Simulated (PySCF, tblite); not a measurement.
**C2H6OSi, a cluster model of a defect: NMR shifts, core binding energies and electronic excitations**

Wanted: the NMR shifts, core binding energies and electronic excitations for `O[C]C[SiH3]`. It is drawn as: twofold C.

Computed with tblite 0.8.0 and PySCF 2.14.0; each step states its level. No surroundings beyond the atoms listed, unless a continuum is named. Atoms count from 0, parts from 1.

## Step 1: The system as given

10 atoms, charge 0, multiplicity 1; geometry: distance geometry start.

## Step 2: Geometry optimisation with GFN2-xTB

What the job is given:

```
{"job": {"kind": "relax", "xc": "GFN2-xTB", "basis": "xTB"}, "charge": 0, "multiplicity": 1}
C      1.280036    -0.966000    -0.256654
C      0.305293     0.044744    -0.751684
Si    -1.375646    -0.131770    -0.020638
O      2.345010    -0.334037     0.369326
H      0.661211     1.080516    -0.529345
H      0.218735     0.016252    -1.880333
H     -1.357423     0.206463     1.423439
H     -2.227503     0.906808    -0.629832
H     -2.017176    -1.429499    -0.262478
H      2.163162     0.622077     0.489319
```

Method: GFN2-xTB geometry optimisation, gas phase.

On the command line:

```
OMP_NUM_THREADS=1 python cluster_run.py task.json out
```

This one command runs all jobs of the session in turn.

The log of the run:

```text
step      E/eV     max force
  0    -354.26563    3.315
  1    -354.54394    0.908
  2    -354.57505    0.785
  3    -354.60140    0.538
  4    -354.62146    0.267
  5    -354.62618    0.219
  6    -354.63370    0.321
  7    -354.64150    0.351
  8    -354.65171    0.309
  9    -354.65905    0.258
 10    -354.66386    0.215
 11    -354.66684    0.166
 12    -354.66951    0.132
 13    -354.67160    0.118
 14    -354.67321    0.134
 15    -354.67505    0.218
 16    -354.67765    0.242
 17    -354.68051    0.166
 18    -354.68311    0.134
 19    -354.68542    0.119
 20    -354.68761    0.191
 21    -354.68976    0.178
 22    -354.69142    0.096
 23    -354.69238    0.097
 24    -354.69322    0.092
 25    -354.69455    0.163
 26    -354.69641    0.189
 27    -354.69822    0.130
 28    -354.69928    0.077
 29    -354.69981    0.071
 30    -354.70030    0.102
 31    -354.70127    0.145
 32    -354.70297    0.163
 33    -354.70529    0.147
 34    -354.70709    0.123
 35    -354.70798    0.068
 36    -354.70847    0.057
 37    -354.70880    0.052
 38    -354.70919    0.064
 39    -354.70959    0.069
 40    -354.70991    0.049
 41    -354.71012    0.040
 42    -354.71026    0.041
 43    -354.71044    0.065
 44    -354.71070    0.074
 45    -354.71096    0.049
 46    -354.71110    0.030
 47    -354.71115    0.017
 48    -354.71118    0.023
 49    -354.71123    0.024
 50    -354.71129    0.027
 51    -354.71133    0.017
 52    -354.71134    0.009
 53    -354.71135    0.008
 54    -354.71136    0.010
 55    -354.71137    0.009
 56    -354.71138    0.004
```

It took 1.9 s on 1 thread of Arm Neoverse N1, shared host.

Step by step:

| step | energy from step 0 (eV) | largest force (eV/Å) |
| --- | --- | --- |
| 0 | 0.0000 | 3.3141 |
| 2 | -0.3094 | 0.7845 |
| 4 | -0.3558 | 0.2677 |
| 6 | -0.3681 | 0.3211 |
| 8 | -0.3861 | 0.3092 |
| 10 | -0.3982 | 0.2149 |
| 12 | -0.4039 | 0.1317 |
| 14 | -0.4076 | 0.1344 |
| 16 | -0.4120 | 0.2428 |
| 18 | -0.4175 | 0.1342 |
| 20 | -0.4220 | 0.1916 |
| 22 | -0.4258 | 0.0951 |
| 24 | -0.4276 | 0.0915 |
| 26 | -0.4308 | 0.1890 |
| 28 | -0.4337 | 0.0769 |
| 30 | -0.4347 | 0.1022 |
| 32 | -0.4373 | 0.1631 |
| 34 | -0.4415 | 0.1229 |
| 36 | -0.4428 | 0.0576 |
| 38 | -0.4436 | 0.0641 |
| 40 | -0.4443 | 0.0487 |
| 42 | -0.4446 | 0.0412 |
| 44 | -0.4451 | 0.0736 |
| 46 | -0.4455 | 0.0298 |
| 48 | -0.4456 | 0.0222 |
| 50 | -0.4457 | 0.0273 |
| 52 | -0.4457 | 0.0094 |
| 54 | -0.4457 | 0.0094 |
| 56 | -0.4458 | 0.0041 |

Distances of close pairs at the start and the end, largest changes first:

```
  bond  before (Å)  after (Å)  change (Å)
 C0–O3       1.388      1.291      -0.097
C1–Si2       1.842      1.928      +0.086
 C1–H5       1.132      1.087      -0.046
 C0–C1       1.489      1.461      -0.028
Si2–H6       1.483      1.466      -0.017
 C1–H4       1.118      1.104      -0.014
Si2–H8       1.468      1.456      -0.012
 O3–H9       0.981      0.991      +0.011
```

## Step 3: Optimising the geometry at PBE0-D3(BJ)/def2-SVP

What the job is given:

```
{"job": {"xc": "PBE0", "basis": "def2-SVP", "d3": "d3bj", "grid": 2, "kind": "geom", "shake": 0.01}, "charge": 0, "multiplicity": 1}
C      1.218302    -0.893619    -0.132804
C      0.340806     0.151137    -0.741278
Si    -1.328530    -0.105959     0.206518
O      2.040854    -0.447804     0.773974
H      0.695701     1.187015    -0.620213
H      0.145038    -0.039328    -1.791364
H     -1.068817     0.162890     1.638406
H     -2.234129     0.894477    -0.315133
H     -1.786210    -1.458290     0.025363
H      2.018537     0.523897     0.958007
```

The log of the run:

```text
step   0  E = -443.92802259  max force = 0.025957
step   1  E = -443.93195123  max force = 0.004254
step   2  E = -443.93203555  max force = 0.001566
step   3  E = -443.93207538  max force = 0.001872
step   4  E = -443.93209915  max force = 0.000688
step   5  E = -443.93211608  max force = 0.000331
step   6  E = -443.93212939  max force = 0.000899
step   7  E = -443.93214125  max force = 0.000749
step   8  E = -443.93215127  max force = 0.000382
optimisation converged
```

Wall time 51 s (1 thread of Arm Neoverse N1, shared host); peak memory 0.48 GiB.

Step by step:

| step | energy from step 0 (eV) | largest force component (eV/Å) |
| --- | --- | --- |
| 0 | 0.0000 | 1.3348 |
| 1 | -0.1069 | 0.2187 |
| 2 | -0.1092 | 0.0805 |
| 3 | -0.1103 | 0.0963 |
| 4 | -0.1109 | 0.0354 |
| 5 | -0.1114 | 0.0170 |
| 6 | -0.1118 | 0.0462 |
| 7 | -0.1121 | 0.0385 |
| 8 | -0.1123 | 0.0196 |

Distances of close pairs at the start and the end, largest changes first:

| bond | before (Å) | after (Å) | change (Å) |
| --- | --- | --- | --- |
| Si2–H8 | 1.439 | 1.488 | +0.048 |
| Si2–H7 | 1.447 | 1.494 | +0.048 |
| C0–C1 | 1.494 | 1.466 | -0.028 |
| C1–Si2 | 1.937 | 1.913 | -0.024 |
| C1–H5 | 1.085 | 1.103 | +0.018 |
| C1–H4 | 1.102 | 1.118 | +0.016 |
| Si2–H6 | 1.480 | 1.492 | +0.012 |
| C0–O3 | 1.303 | 1.298 | -0.005 |

The final coordinates are the input of the step that follows.

```
                         at the end point                 value
  point group (found at 0.08 Å tolerance)                    C1
rotational constants (GHz, main isotopes)  16.431, 2.978, 2.828
                        dipole moment (D)                  3.15
```

## Step 4: Shielding tensors: PBE0/pcSseg-2

What the job is given:

```
{"job": {"kind": "nmr", "xc": "PBE0", "basis": "pcSseg-2"}, "charge": 0, "multiplicity": 1}
C      1.260242    -0.895345    -0.035466
C      0.346790     0.083665    -0.632024
Si    -1.307849    -0.159915     0.297007
O      2.196790    -0.349607     0.679224
H      0.668729     1.153066    -0.591264
H      0.092563    -0.199309    -1.667147
H     -1.103629     0.022284     1.763681
H     -2.250844     0.890135    -0.194522
H     -1.864002    -1.509981     0.012510
H      2.178318     0.637514     0.656826
```

Method: GIAO PBE0/pcSseg-2 NMR shielding, non-relativistic, gas phase.

The log of the run:

```text
coarse grid: 8608 points
cycle   1  E = -444.1553265134  dE =  2.562e-01  |g| = 5.411e-01  |ddm| = 2.205e+00
cycle   2  E = -444.1025196865  dE =  5.281e-02  |g| = 7.722e-01  |ddm| = 9.086e-01
cycle   3  E = -444.2092339806  dE = -1.067e-01  |g| = 1.193e-01  |ddm| = 4.713e-01
cycle   4  E = -444.2118838182  dE = -2.650e-03  |g| = 3.532e-02  |ddm| = 1.026e-01
cycle   5  E = -444.2121955659  dE = -3.117e-04  |g| = 7.241e-03  |ddm| = 3.570e-02
cycle   6  E = -444.2122079791  dE = -1.241e-05  |g| = 1.106e-03  |ddm| = 6.748e-03
cycle   7  E = -444.2122082871  dE = -3.080e-07  |g| = 2.924e-04  |ddm| = 1.366e-03
final grid: 77784 points
cycle   8  E = -444.2127900071  dE = -5.244e-05  |g| = 6.502e-03  |ddm| = 3.389e-02
cycle   9  E = -444.2127758105  dE =  1.420e-05  |g| = 1.059e-02  |ddm| = 1.038e-02
cycle  10  E = -444.2127984403  dE = -2.263e-05  |g| = 9.228e-04  |ddm| = 5.904e-03
cycle  11  E = -444.2127985805  dE = -1.402e-07  |g| = 2.900e-04  |ddm| = 7.693e-04
cycle  12  E = -444.2127986016  dE = -2.109e-08  |g| = 3.436e-05  |ddm| = 2.978e-04
cycle  13  E = -444.2127986018  dE = -2.173e-10  |g| = 6.471e-06  |ddm| = 4.023e-05
converged SCF energy = -444.2127986018

GIAO shielding tensors (ppm)
atom      isotropic    diamagn.    paramagn.     s11        s22        s33       span
  0 C     -264.062     251.584    -515.646   -811.250    -94.823    113.887    925.137
  1 C      120.940     250.778    -129.838     73.866    102.960    185.995    112.129
  2 Si     412.204     878.435    -466.231    381.597    410.808    444.208     62.611
  3 O      -55.892     382.450    -438.342   -205.662   -106.464    144.450    350.112
  4 H       29.365      32.668      -3.303     25.137     29.424     33.534      8.397
  5 H       26.533      30.647      -4.114     22.785     27.015     29.800      7.015
  6 H       27.917      29.198      -1.282     24.482     26.569     32.699      8.217
  7 H       27.183      28.804      -1.622     25.010     25.281     31.258      6.248
  8 H       26.573      28.440      -1.867     23.802     25.048     30.870      7.068
  9 H       20.553      31.416     -10.863     16.695     22.104     22.860      6.165
```

Wall time 36 s (1 thread of Arm Neoverse N1, shared host); peak memory 0.84 GiB.

The references, computed at this level on geometries of the same kind, shield at (ppm): ¹H TMS 31.25, ¹³C TMS 184.1, ²⁹Si TMS 341.3, ¹⁷O H2O 328.2. Their shielding less the atom's gives the shift. The references are single molecules in the gas phase, so shifts against H2O, NH3, PH3, H3PO4 or CFCl3 are not on the usual liquid scales and can be off by tens of ppm.

```
atoms                           environment  σ (ppm)  δ (ppm)
   C0                 carbon bonded to C, O   -264.1    448.2
   C1           carbon bonded to C, Si, 2 H    120.9     63.2
   H9     hydrogen on an oxygen bonded to C    20.55    10.69
   H5  hydrogen on a carbon bonded to C, Si    26.53     4.71
   H8     hydrogen on a silicon bonded to C    26.57     4.67
   H7     hydrogen on a silicon bonded to C    27.18     4.06
   H6     hydrogen on a silicon bonded to C    27.92     3.33
   H4  hydrogen on a carbon bonded to C, Si    29.37     1.88
  Si2              silicon bonded to C, 3 H    412.2    -70.9
   O3                 oxygen bonded to C, H    -55.9    384.0
```

The run also stored atomic charges by several schemes (e):

```
atoms  Mulliken    IAO  Hirshfeld  ESP fit
   C0     -0.01   0.02      -0.06    -0.44
   C1     -0.20  -0.57      -0.18     0.18
  Si2      0.55   0.63       0.32     0.04
   O3     -0.24  -0.36      -0.14    -0.18
```

Mayer bond orders: C0–C1 0.90, C1–Si2 0.82, C0–O3 1.31.

## Step 5: Core holes by ΔSCF: SCAN, X2C

Same as in step 4 but for these lines:

```diff
@@ -1,2 +1,2 @@
-{"job": {"kind": "nmr", "xc": "PBE0", "basis": "pcSseg-2"}, "charge": 0, "multiplicity": 1}
+{"job": {"kind": "xps", "holes": 5}, "charge": 0, "multiplicity": 1}
 C      1.260242    -0.895345    -0.035466
```

Level: delta-SCF UKS SCAN, pcX-2 on the ionised atom, pcseg-1 elsewhere, spin-free X2C.

The log of the run:

```text
ground state, core basis on atom 0 (C), 121 functions
  cycle   1  E = -444.91077157  |g| = 5.32e-01
  cycle   2  E = -444.82526011  |g| = 8.37e-01
  cycle   3  E = -444.96796055  |g| = 1.66e-01
  cycle   4  E = -444.97344100  |g| = 4.99e-02
  cycle   5  E = -444.97411174  |g| = 1.04e-02
  cycle   6  E = -444.97413804  |g| = 3.60e-03
  cycle   7  E = -444.97413935  |g| = 1.48e-03
  cycle   8  E = -444.97414111  |g| = 3.15e-04
  E(ground) = -445.01153584 Eh
hole in C 1s of atom 0
  cycle   1  E = -433.67066521  |g| = 1.48e+00
  cycle   2  E = -431.29038278  |g| = 2.33e+00
  cycle   3  E = -434.00333248  |g| = 5.84e-01
  cycle   4  E = -434.11352677  |g| = 4.68e-01
  cycle   5  E = -434.18770584  |g| = 3.06e-01
  cycle   6  E = -434.22912018  |g| = 4.89e-02
  cycle   7  E = -434.23045295  |g| = 1.29e-02
  cycle   8  E = -434.23055326  |g| = 6.37e-03
  cycle   9  E = -434.23059048  |g| = 3.98e-03
  cycle  10  E = -434.23060677  |g| = 1.71e-03
  cycle  11  E = -434.23060994  |g| = 6.68e-04
  cycle  12  E = -434.23061092  |g| = 2.54e-04
  E(ion) = -434.26689518 Eh   <S^2> = 0.8063   hole on atom = 1.000   binding energy = 292.377 eV
ground state, core basis on atom 1 (C), 121 functions
  cycle   1  E = -444.97112215  |g| = 5.89e-02
  cycle   2  E = -444.97102167  |g| = 2.97e-02
  cycle   3  E = -444.97100363  |g| = 3.17e-02
  cycle   4  E = -444.97121812  |g| = 6.40e-03
  cycle   5  E = -444.97122560  |g| = 9.69e-04
  cycle   6  E = -444.97122669  |g| = 1.84e-04
  E(ground) = -445.00892907 Eh
hole in C 1s of atom 1
  cycle   1  E = -433.71119714  |g| = 1.51e+00
  cycle   2  E = -432.84248467  |g| = 1.95e+00
  cycle   3  E = -434.18580843  |g| = 4.86e-01
  cycle   4  E = -434.20452220  |g| = 4.49e-01
  cycle   5  E = -434.28133801  |g| = 7.06e-02
  cycle   6  E = -434.28310681  |g| = 2.29e-02
  cycle   7  E = -434.28338190  |g| = 6.68e-03
  cycle   8  E = -434.28341057  |g| = 1.47e-03
  cycle   9  E = -434.28341262  |g| = 7.24e-04
  cycle  10  E = -434.28341272  |g| = 3.12e-04
  E(ion) = -434.31939604 Eh   <S^2> = 0.7684   hole on atom = 1.000   binding energy = 290.877 eV
ground state, core basis on atom 2 (Si), 132 functions
  cycle   1  E = -445.06333245  |g| = 2.87e-01
  cycle   2  E = -445.06337338  |g| = 3.76e-02
  cycle   3  E = -445.06328054  |g| = 3.31e-02
  cycle   4  E = -445.06348619  |g| = 1.02e-02
  cycle   5  E = -445.06351377  |g| = 1.71e-03
  cycle   6  E = -445.06351409  |g| = 4.50e-04
  E(ground) = -445.05916454 Eh
hole in Si 2p of atom 2
  cycle   1  E = -440.78190799  |g| = 1.23e+00
  cycle   2  E = -439.81267964  |g| = 1.46e+00
  cycle   3  E = -440.76923118  |g| = 7.22e-01
  cycle   4  E = -441.09590092  |g| = 1.15e-01
  cycle   5  E = -441.10005750  |g| = 9.56e-02
  cycle   6  E = -441.10412625  |g| = 4.06e-02
  cycle   7  E = -441.10481352  |g| = 1.59e-02
  cycle   8  E = -441.10491801  |g| = 4.72e-03
  cycle   9  E = -441.10492821  |g| = 9.11e-04
  cycle  10  E = -441.10492869  |g| = 3.42e-04
  E(ion) = -441.11147183 Eh   <S^2> = 0.7523   hole on atom = 1.002   binding energy = 107.422 eV
  2p3/2 = 107.201 eV   2p1/2 = 107.825 eV
ground state, core basis on atom 3 (O), 121 functions
  cycle   1  E = -444.99822252  |g| = 1.01e-01
  cycle   2  E = -444.99723351  |g| = 8.80e-02
  cycle   3  E = -444.99784424  |g| = 6.65e-02
  cycle   4  E = -444.99862983  |g| = 6.82e-03
  cycle   5  E = -444.99864464  |g| = 1.40e-03
  cycle   6  E = -444.99864450  |g| = 2.65e-04
  E(ground) = -445.03430255 Eh
hole in O 1s of atom 3
  cycle   1  E = -424.32288919  |g| = 2.22e+00
  cycle   2  E = -421.65436483  |g| = 2.79e+00
  cycle   3  E = -424.76140758  |g| = 7.30e-01
  cycle   4  E = -424.92202007  |g| = 5.93e-01
  cycle   5  E = -425.11119356  |g| = 2.23e-01
  cycle   6  E = -425.13839619  |g| = 4.42e-02
  cycle   7  E = -425.13946785  |g| = 1.44e-02
  cycle   8  E = -425.13958770  |g| = 4.04e-03
  cycle   9  E = -425.13959982  |g| = 1.43e-03
  cycle  10  E = -425.13960022  |g| = 4.45e-04
  E(ion) = -425.17581606 Eh   <S^2> = 0.7634   hole on atom = 1.000   binding energy = 540.377 eV
```

It took 32 s on 1 thread of Arm Neoverse N1, shared host; peak memory 0.41 GiB.

Binding energies by hole, beside the orbital energy of the ground state; the difference holds orbital relaxation and, for a density functional, its self-interaction error:

```csv
hole,stands for,environment,ΔSCF (eV; 2p as the shell's mean),−ε (eV),⟨S²⟩
C1s on C0,C0,"carbon bonded to C, O",292.38,275.2,0.806
C1s on C1,C1,"carbon bonded to C, Si, 2 H",290.88,274.0,0.768
Si2p on Si2,Si2,"silicon bonded to C, 3 H",107.41,96.6,0.752
O1s on O3,O3,"oxygen bonded to C, H",540.38,518.6,0.763
```

With the spin-orbit splitting: Si2 2p3/2 107.20, 2p1/2 107.82 eV. The table gives each 2p level as the mean over the whole 2p shell (two parts 2p3/2, one part 2p1/2), which differs a little from the single hole in the log.

## Step 6: Excited states and response: CAM-B3LYP/def2-SVPD

Same as in step 5 but for these lines:

```diff
@@ -1,2 +1,2 @@
-{"job": {"kind": "xps", "holes": 5}, "charge": 0, "multiplicity": 1}
+{"job": {"kind": "uv", "xc": "CAM-B3LYP", "basis": "def2-SVPD", "nstates": 6, "ntriplets": 2, "ip": true}, "charge": 0, "multiplicity": 1}
 C      1.260242    -0.895345    -0.035466
```

Method: TDDFT CAM-B3LYP/def2-SVPD, vertical, gas phase, core orbitals frozen in the response.

The log of the run:

```text
coarse grid: 8608 points
cycle   1  E = -444.0497352814  dE =  2.635e-01  |g| = 4.966e-01  |ddm| = 3.617e+00
cycle   2  E = -444.0383923116  dE =  1.134e-02  |g| = 6.029e-01  |ddm| = 1.299e+00
cycle   3  E = -444.1026600926  dE = -6.427e-02  |g| = 7.878e-02  |ddm| = 5.449e-01
cycle   4  E = -444.1039186370  dE = -1.259e-03  |g| = 2.244e-02  |ddm| = 1.299e-01
cycle   5  E = -444.1040585811  dE = -1.399e-04  |g| = 6.616e-03  |ddm| = 5.840e-02
cycle   6  E = -444.1040728059  dE = -1.422e-05  |g| = 1.087e-03  |ddm| = 1.555e-02
cycle   7  E = -444.1040733904  dE = -5.845e-07  |g| = 3.961e-04  |ddm| = 6.341e-03
final grid: 77784 points
cycle   8  E = -444.1742070025  dE = -1.545e-05  |g| = 1.449e-03  |ddm| = 3.538e-02
cycle   9  E = -444.1742072899  dE = -2.874e-07  |g| = 1.130e-03  |ddm| = 6.982e-03
cycle  10  E = -444.1742076309  dE = -3.410e-07  |g| = 1.405e-04  |ddm| = 2.039e-03
cycle  11  E = -444.1742076376  dE = -6.690e-09  |g| = 7.987e-05  |ddm| = 6.376e-04
cycle  12  E = -444.1742076388  dE = -1.277e-09  |g| = 2.175e-05  |ddm| = 8.988e-05
cycle  13  E = -444.1742076390  dE = -1.536e-10  |g| = 4.480e-06  |ddm| = 6.727e-05
converged SCF energy = -444.1742076390

Static polarisability (au): isotropic 60.519, principal 53.051 59.265 69.242

Singlet excitations
state   eV       nm        f      main configurations
  1   3.2284    384.0   0.00761   H->L 0.95
  2   5.6381    219.9   0.06973   H->L+1 0.93
  3   6.4936    190.9   0.03800   H->L+3 0.53, H->L+2 0.37
  4   6.5384    189.6   0.01034   H->L+2 0.48, H->L+3 0.38
  5   7.0071    176.9   0.04467   H->L+4 0.70, H->L+5 0.09
  6   7.1825    172.6   0.04767   H-1->L 0.43, H->L+6 0.17, H->L+7 0.17

Triplet excitations (Tamm-Dancoff, eV): 1.7820 5.1080
Vertical ionisation energy (delta-SCF) = 8.5747 eV
```

It took 32 s on 1 thread of Arm Neoverse N1, shared host; peak memory 0.61 GiB.

The orbitals next to the gap, with their largest atomic shares:

```csv
orbital,eV,atoms
HOMO−3,-11.33,"Si2 41 %, H7 24 %, H8 23 %"
HOMO−2,-11.23,"Si2 37 %, H6 31 %, H8 11 %"
HOMO−1,-10.88,"C1 35 %, Si2 23 %, O3 16 %"
HOMO,-7.66,"C0 63 %, O3 16 %, C1 13 %"
LUMO,0.02,"C0 44 %, O3 19 %, Si2 12 %"
LUMO+1,0.83,"O3 24 %, Si2 18 %, H9 16 %"
LUMO+2,1.40,"Si2 47 %, H8 13 %, H6 11 %"
```

With each of the 6 states as a Gaussian band of 0.4 eV half-width at 1/e, the curve within the window shown has maxima at 384 nm (ε 310), 220 nm (ε 2,800), 176 nm (ε 3,800) L/(mol cm). Beyond the last state computed it falls off for lack of states. The curve at chosen wavelengths:

```json
{"nm": "166", "ε (L/mol/cm)": "1545"}
{"nm": "178", "ε (L/mol/cm)": "3764"}
{"nm": "190", "ε (L/mol/cm)": "2551"}
{"nm": "203", "ε (L/mol/cm)": "1460"}
{"nm": "215", "ε (L/mol/cm)": "2584"}
{"nm": "227", "ε (L/mol/cm)": "2364"}
{"nm": "239", "ε (L/mol/cm)": "824"}
{"nm": "252", "ε (L/mol/cm)": "119"}
{"nm": "264", "ε (L/mol/cm)": "12"}
{"nm": "276", "ε (L/mol/cm)": "1"}
{"nm": "288", "ε (L/mol/cm)": "0"}
{"nm": "301", "ε (L/mol/cm)": "2"}
{"nm": "313", "ε (L/mol/cm)": "10"}
{"nm": "325", "ε (L/mol/cm)": "35"}
{"nm": "337", "ε (L/mol/cm)": "85"}
{"nm": "350", "ε (L/mol/cm)": "164"}
{"nm": "362", "ε (L/mol/cm)": "240"}
{"nm": "374", "ε (L/mol/cm)": "293"}
{"nm": "386", "ε (L/mol/cm)": "308"}
{"nm": "399", "ε (L/mol/cm)": "282"}
{"nm": "411", "ε (L/mol/cm)": "234"}
{"nm": "423", "ε (L/mol/cm)": "179"}
{"nm": "435", "ε (L/mol/cm)": "127"}
{"nm": "448", "ε (L/mol/cm)": "83"}
{"nm": "460", "ε (L/mol/cm)": "53"}
{"nm": "472", "ε (L/mol/cm)": "32"}
```

Further results of this job:

```csv
property,computed
dipole moment (D),3.29
polarisability (Å³),8.97
HOMO–LUMO gap (eV),7.68
−ε(HOMO) (eV),7.66
```

## Step 7: Outcome

| quantity | value |
| --- | --- |
| point group | C1 |
| rotational constants (main isotopes) | 16.43, 2.98, 2.83 GHz |
| ¹³C shifts against TMS (PBE0/pcSseg-2) | 448.2, 63.2 ppm |
| ¹H shifts against TMS (PBE0/pcSseg-2) | 10.69, 4.71, 4.67, 4.06, 3.33, 1.88 ppm |
| ²⁹Si shifts against TMS (PBE0/pcSseg-2) | -70.9 ppm |
| ¹⁷O shifts against H2O (PBE0/pcSseg-2) | 384.0 ppm |
| C1s binding energies, SCAN/pcX-2 | C0 292.38, C1 290.88 eV |
| Si2p binding energies, SCAN/pcX-2 | Si2 107.41 eV |
| O1s binding energies, SCAN/pcX-2 | O3 540.38 eV |
| lowest singlet (CAM-B3LYP/def2-SVPD) | 3.23 eV (384 nm), f = 0.008 |
| brightest single state of those computed | state 2, 5.64 eV, f = 0.070 |
| lowest triplet | 1.78 eV |
| vertical ionisation energy (ΔSCF) | 8.57 eV |

What this shows: Relaxing lowered the energy by 0.112 eV in 8 steps; the close pair that moved most is Si2–H8, from 1.439 to 1.488 Å (PBE0/def2-SVP). At PBE0/pcSseg-2: The largest span, 925 ppm, is at C0, where the paramagnetic term is -516 ppm. C0 (carbon bonded to C, O) binds its C1s electron 1.50 eV more tightly than C1 (carbon bonded to C, Si, 2 H). The first singlet state (HOMO→LUMO 0.95) lies at 3.23 eV and is weak; of the 6 states computed, the strongest absorption comes from state 2 at 5.64 eV (the last state computed is bright too, and its partners may lie past the list). The lowest triplet lies 1.45 eV below the lowest singlet (triplets in Tamm-Dancoff, singlets in full TDDFT). The orbital energy would give 7.66 eV for ionisation, ΔSCF gives 8.57 eV.
